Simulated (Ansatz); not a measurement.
# SiC: the cost of one run

Program: Ansatz 0.2.0. Level of theory: DFT LDA, frozen-core PAW, scalar-relativistic unless said. These are calculated values, not measurements.

2 further runs of the same task are left out: 1 that didn't finish, 1 set aside as unsound or not needed.

### Step 1. The system as given

The structure is hexagonal, space group P6_3mc (No. 186). Conventional cell: a = 3.076 Å, b = 3.076 Å, c = 5.048 Å, α = 90.00°, β = 90.00°, γ = 120.00°. Around Si (site symmetry 3m) lie 4 C at 1.87 to 1.94 Å. Around C (site symmetry 3m) lie 4 Si at 1.87 to 1.94 Å.

As a file:

```
CELL_PARAMETERS angstrom
3.07600 0.00000 0.00000
-1.53800 2.66389 0.00000
0.00000 0.00000 5.04800
ATOMIC_POSITIONS crystal
Si 0.33333 0.66667 0.00000
Si 0.66667 0.33333 0.50000
C 0.33333 0.66667 0.38500
C 0.66667 0.33333 0.88500
```

Cartesian axes are those of the input's lattice vectors. The structure goes back to a database entry.

### Step 2. Cell and atoms relaxed, PAW

Input file input.yaml:

```yaml
crystal:
  lattice:
    - [3.07599999998, 0.0, 0.0]
    - [-1.53799999999, 2.66389414203, 0.0]
    - [0.0, 0.0, 5.048]
  atoms:
    - { symbol: Si, position: [0.333333333333, 0.666666666667, 0.0] }
    - { symbol: Si, position: [0.666666666667, 0.333333333333, 0.5] }
    - { symbol: C, position: [0.333333333333, 0.666666666667, 0.385] }
    - { symbol: C, position: [0.666666666667, 0.333333333333, 0.885] }
kpoints:
  mp_grid: { grid: [12, 12, 8] }
scf:
  occupations: { method: fermi_dirac, width: 0.1 }
hamiltonian:
  xc: lda
  pseudopotentials: { kind: paw }
relax:
  f_tol: 0.002
  max_steps: 80
  cell: {}
output:
  forces: true
  stress: true
  write_density: true
  write_potential: true
  elf: true
  volumetric_format: npy
```

Command:

```sh
$ ansatz run input.yaml --threads 1 --pin off --max-ram 3072MiB --backend cpu --events-out ev --progress --plain --runs-dir out
```

What time and memory should one allow on 1 thread of Intel Xeon Platinum 8375C at 2.90GHz (Ice Lake), shared host?

About 26 s, with a peak of 0.4 GiB.
